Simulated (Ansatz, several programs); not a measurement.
C built on the 4H polytype prototype, relaxed with PBE in Ansatz (plane waves, PAW): space group P6_3/mmc (No. 194), hexagonal; a = 2.518 Å, c = 8.304 Å in the conventional setting, 5.70 Å³ an atom. C has 4 C at 1.54 Å; C has 4 C at 1.54–1.57 Å. The cell was then scaled with its shape and fractional coordinates held, which makes it stiffer than a relaxed compression. These are computed values for a spin-unpolarised cell that may be hypothetical; none is a measurement.

| V (Å³/atom) | E (meV/atom) |
| --- | --- |
| 5.358 | 30.63 |
| 5.700 | 0.00 |
| 5.871 | 6.61 |
| 6.042 | 25.26 |

(1) Pass a cubic E = c₀ + c₁u + c₂u² + c₃u³, with u = V − 5.743 Å³, through these points.

(2) Where is the minimum, and what bulk modulus follows?

(3) Predict the energy and the pressure at the withheld volume, 5.529 Å³.

## Answers

(1) c₀ = 0.42, c₁ = +19.873, c₂ = 230.610, c₃ = -64.4139 (meV and Å³).

(2) dE/du = 0 at u = -0.042, so V₀ = 5.70 Å³. B = V₀ d²E/dV² = 5.70 × (2c₂ + 6c₃u) = 5.70 × 477.583 = 2723 meV/Å³, and 1 meV/Å³ is 0.16022 GPa: 436 GPa. A third-order Birch-Murnaghan fit to all five points gives 5.70 Å³ and 433 GPa.

(3) With u = -0.214: E ≈ 7.36 meV and P = −dE/dV ≈ +14.05 GPa. The run gives 7.34 meV and, from its stress, +13.99 GPa.
